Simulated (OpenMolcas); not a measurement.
**Ta³⁺ among point charges: CASSCF and CASPT2 levels and susceptibility**

How does a field of 5 point charges split the states of Ta³⁺, and what χT follows?

The numbers are computed with OpenMolcas 26.06 (state-averaged CASSCF and CASPT2, spin-orbit coupling by RASSI with atomic mean-field integrals), except any that are marked as measured or tabulated.

**1. Starting point**

```
Species                           : Ta³⁺ (tantalum, Z = 73, 70 electrons)
Basis                             : ANO-RCC-VDZP [7s6p4d2f1g], 68 functions
Scalar Hamiltonian                : DKH2, point nucleus
Inactive shells                   : 1s 2s 2p 3s 3p 3d 4s 4p 4d 4f 5s 5p
Active space                      : 2 electrons in 5 orbitals (5d)
Some configurations of this space : 5d2
Orbitals                          : optimised for each spin and parity, averaged over all roots
```

Outer shells as boxes (Hund's rule):

5d2
```
5d [↑ ][↑ ][  ][  ][  ]
```

The ion sits among 5 point charges of -1.5 e arranged as a trigonal bipyramid (D3h), 2.11 Å from the ion, with the axial distance 2.680 Å.

Each step is its own input file, run in one work folder so that later steps find the files of earlier ones. Labels, J, g values, rates, χT and fits are worked out afterwards by a script from the matrices that RASSI stores.

**2. GATEWAY and SEWARD: basis and integrals**

a.inp reads:

```
&GATEWAY
Coord
1

Ta 0.0 0.0 0.0
Basis=ANO-RCC-VDZP
Group=NoSym
NoMove
AngMom=0.0 0.0 0.0
AMFI
XField
5 Angstrom 0
2.110000 0.000000 0.000000 -1.500000
-1.055000 1.827314 0.000000 -1.500000
-1.055000 -1.827314 0.000000 -1.500000
0.000000 0.000000 2.679700 -1.500000
0.000000 0.000000 -2.679700 -1.500000
&SEWARD
```

Run with:

```sh
> OMP_NUM_THREADS=1 MOLCAS_MEM=1689 MOLCAS_PROJECT=a pymolcas a.inp > a.log
```

**3. Reference wave functions, triplets, 10 roots**

a.inp reads:

```
&RASSCF
FileOrb=start.orb
Symmetry=1
Spin=3
nActEl=2 0 0
Inactive=34
Ras2=5
CIRoot=10 10 1
SDav=10
CIMx=300
Iter=120 100
PrWF=0.3
OrbListing=Nothing
MaxOrb=0
>>> COPY $Project.JobIph JOB001
```

start.orb holds the contracted functions of the basis, ordered by shell, or the orbitals of the step before.

**4. CASSCF: singlets, 15 roots**

a.inp reads:

```
&RASSCF
FileOrb=start.orb
Symmetry=1
Spin=1
nActEl=2 0 0
Inactive=34
Ras2=5
CIRoot=15 15 1
SDav=15
CIMx=300
Iter=120 100
PrWF=0.3
OrbListing=Nothing
MaxOrb=0
>>> COPY $Project.JobIph JOB002
```

**5. RASSI: spin-orbit coupling between the states**

a.inp reads:

```
&RASSI
NrOfJobIphs=2 10 15
1 2 3 4 5 6 7 8 9 10
1 2 3 4 5 6 7 8 9 10 11 12 13 14 15
IphNames
JOB001
JOB002
EJob
SpinOrbit
DIPRint=1.0
SOCoupling=1000.0
Subsets=2
Property=9
'ANGMOM' 1 'ANGMOM' 2 'ANGMOM' 3 'MLTPL  1' 1 'MLTPL  1' 2 'MLTPL  1' 3
'AMFI' 1 'AMFI' 2 'AMFI' 3
SOProperty=3
'ANGMOM' 1 'ANGMOM' 2 'ANGMOM' 3
```

**6. CASPT2: IPEA 0.25, imaginary shift 0.1 (closed shells correlated: 4f 5s 5p)**

a.inp reads:

```
>>> COPY JOB001 $Project.JobIph
&CASPT2
Multistate=10 1 2 3 4 5 6 7 8 9 10
NoMult
Frozen=23
IPEA=0.25
Imaginary=0.1
MaxIter=60
WThr=0.0 0.3 0.05
PrWF=0.5
NoMix
>>> COPY JOB002 $Project.JobIph
&CASPT2
Multistate=15 1 2 3 4 5 6 7 8 9 10 11 12 13 14 15
NoMult
Frozen=23
IPEA=0.25
Imaginary=0.1
MaxIter=60
WThr=0.0 0.3 0.05
PrWF=0.5
NoMix
```

(Steps that only read results are left out.)

**Question.** What will these runs give? Wanted: spin-free ground state; first state of the same spin within the active space; lowest level; next level.

**Answer**, as computed:

```
                                            quantity                                                                           value
                                              method  SS-CASPT2, IPEA 0.25, imaginary shift 0.1 (closed shells correlated: 4f 5s 5p)
                              spin-free ground state                                                 3A2, 1-fold in its orbital part
first state of the same spin within the active space                                                                 3E at 4320 cm⁻¹
                                        lowest level                                                                       1-fold A1
                                          next level                                                                     1057.2 cm⁻¹
                                         χT at 300 K                                                                  0.05 cm³ K/mol
                           effective moment at 300 K                                                                         0.63 μB
```

Cost by method:

| method | time of its own steps | time with the reference |
| --- | --- | --- |
| A. CASSCF | 7.7 s | 7.7 s |
| B. SS-CASPT2, IPEA 0.25, imaginary shift 0.1, +4f 5s 5p | 7.8 s | 15 s |

Times are of one thread on a shared host.

What this shows: The spin-free ground state (3A2) comes to 94 % from free-ion F terms and keeps the highest spin of the shell. χT at 300 K is 0.05, against 1.00 cm³ K/mol for the spin alone, so spin-orbit coupling lowers it. CASPT2 does not keep the components of a term degenerate, and the means are used. The field of point charges can differ much from that of real complexes. This is an electrostatic model: the charges have no orbitals.
